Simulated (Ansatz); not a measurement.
# SnH3O (SMILES [OH][SnH2]): UHF/def2-TZVP (core potential)

What is the vertical ionisation energy of SnH3O at UHF/def2-TZVP (core potential)? 

The calculation is run with Ansatz 0.2.0.

28 further runs of the same task are left out: 28 set aside as unsound or not needed. Runs told in other sessions of the task aren't counted.

## (1) Starting point

SnH3O has 5 atoms, charge 0, and is taken as a doublet. As SMILES, `[OH][SnH2]`. The coordinates come from a PBE0-D4/def2-TZVP relaxation. This is one conformer, not always the lowest.

Bond lengths: O1–Sn2 1.976 Å, O1–H3 0.960 Å, Sn2–H4 1.735 Å, Sn2–H5 1.722 Å. Angles: O1–Sn2–H4 106.9°, O1–Sn2–H5 101.9°, Sn2–O1–H3 113.3°, H4–Sn2–H5 111.7°.

## (2) A single-point energy at UHF/def2-TZVP (core potential)

Input file molecule.yaml:

```yaml
crystal:
  periodic: [false, false, false]
  atoms:
    - {symbol: O, position_ang: [0.707400, -0.732900, 0.861900]}
    - {symbol: Sn, position_ang: [0.104500, 0.308800, -0.705500]}
    - {symbol: H, position_ang: [0.368600, -1.631300, 0.873200]}
    - {symbol: H, position_ang: [-1.606800, 0.061300, -0.845900]}
    - {symbol: H, position_ang: [0.476300, 1.920400, -0.224900]}
basis:
  gaussian:
    orbitals: def2-TZVP
magnetization:
  spin_polarized: true
  initial_magnetization: 1
hamiltonian:
  xc: hf
accuracy: high
output:
  orbitals: {seedname: orbitals}
```

Started as:

```bash
$ ansatz run molecule.yaml --threads 1 --pin off --max-ram 2610MiB --events-out events.jsonl --progress --plain --runs-dir runs
```

The log of the run:

```text
Warning: RAYON_NUM_THREADS=1 ignored (pool sized by the plan → 1); use --threads N
Functional definition: HF
  name "HF"
  exchange = exact_x
  correlation = 0
1887 factors; integrals over basis functions are off by at most 3.8e-9 eV
mean field evaluation 1: about -7887.1490 eV, gradient 2.8e1 eV
mean field evaluation 2: about -7887.1563 eV, gradient 2.8e1 eV
mean field evaluation 4: about -7890.3667 eV, gradient 2.1e0 eV
mean field evaluation 8: about -7890.4442 eV, gradient 5.1e-3 eV
mean field evaluation 16: about -7883.1526 eV, gradient 3.6e1 eV
mean field -7890.44421086 eV, -289.9684764138 hartree, gradient 2.1e-8 eV, S^2 0.756590; 0 other end points of the search recorded, 0 dependent functions left out
reference -7890.44421086 eV, -289.9684764138 hartree; 17, 16 occupied and 82, 83 virtual orbitals, 1887 factors
Total energy: -7890.44421086 eV, -289.9684764138 hartree
```

Run time: 2.1 s. Hardware: 1 thread of AMD EPYC 9R45 (Zen 5), shared host; peak memory 0.31 GiB.

## (3) The singlet cation, same level

Input file run.yaml:

```yaml
crystal:
  periodic: [false, false, false]
  atoms:
    - {symbol: O, position_ang: [0.707400, -0.732900, 0.861900]}
    - {symbol: Sn, position_ang: [0.104500, 0.308800, -0.705500]}
    - {symbol: H, position_ang: [0.368600, -1.631300, 0.873200]}
    - {symbol: H, position_ang: [-1.606800, 0.061300, -0.845900]}
    - {symbol: H, position_ang: [0.476300, 1.920400, -0.224900]}
basis:
  gaussian:
    orbitals: def2-TZVP
total_charge: 1
magnetization:
  spin_polarized: false
hamiltonian:
  xc: hf
accuracy: high
output:
  orbitals: {seedname: orbitals}
```

Started as:

```bash
$ ansatz run run.yaml --threads 1 --pin off --max-ram 2610MiB --events-out events.jsonl --progress --plain --runs-dir runs
```

The log of the run:

```text
Warning: RAYON_NUM_THREADS=1 ignored (pool sized by the plan → 1); use --threads N
Functional definition: HF
  name "HF"
  exchange = exact_x
  correlation = 0
1887 factors; integrals over basis functions are off by at most 3.8e-9 eV
mean field evaluation 1: about -7872.1802 eV, gradient 7.5e1 eV
mean field evaluation 2: about -7872.1839 eV, gradient 7.5e1 eV
mean field evaluation 4: about -7881.9234 eV, gradient 9.8e0 eV
mean field evaluation 8: about -7882.1985 eV, gradient 3.9e-1 eV
mean field evaluation 16: about -7882.2010 eV, gradient 2.5e-8 eV
mean field -7882.20104416 eV, -289.6655456253 hartree, gradient 2.6e-8 eV, S^2 0.000000; 0 other end points of the search recorded, 0 dependent functions left out
reference -7882.20104416 eV, -289.6655456253 hartree; 16, 16 occupied and 83, 83 virtual orbitals, 1887 factors
Total energy: -7882.20104416 eV, -289.6655456253 hartree
```

Wall time 1.6 s (1 thread of AMD EPYC 9R45 (Zen 5), shared host); peak memory 0.26 GiB.

## (4) Results

At UHF/def2-TZVP (core potential):

```
                                          quantity          value
                       doublet SnH3O: total energy  -289.96848 Eh
 doublet SnH3O: HOMO energy (highest over α and β)       -8.93 eV
  doublet SnH3O: LUMO energy (lowest over α and β)        0.26 eV
                               doublet SnH3O: ⟨S²⟩          0.757
                      singlet cation: total energy  -289.66555 Eh
                       singlet cation: HOMO energy      -18.48 eV
                       singlet cation: LUMO energy       -7.55 eV
                     singlet cation: HOMO–LUMO gap       10.92 eV
vertical ionisation energy (to the singlet cation)       8.243 eV
```

**Reading.** The vertical ionisation energy comes to 8.24 eV (795 kJ/mol).
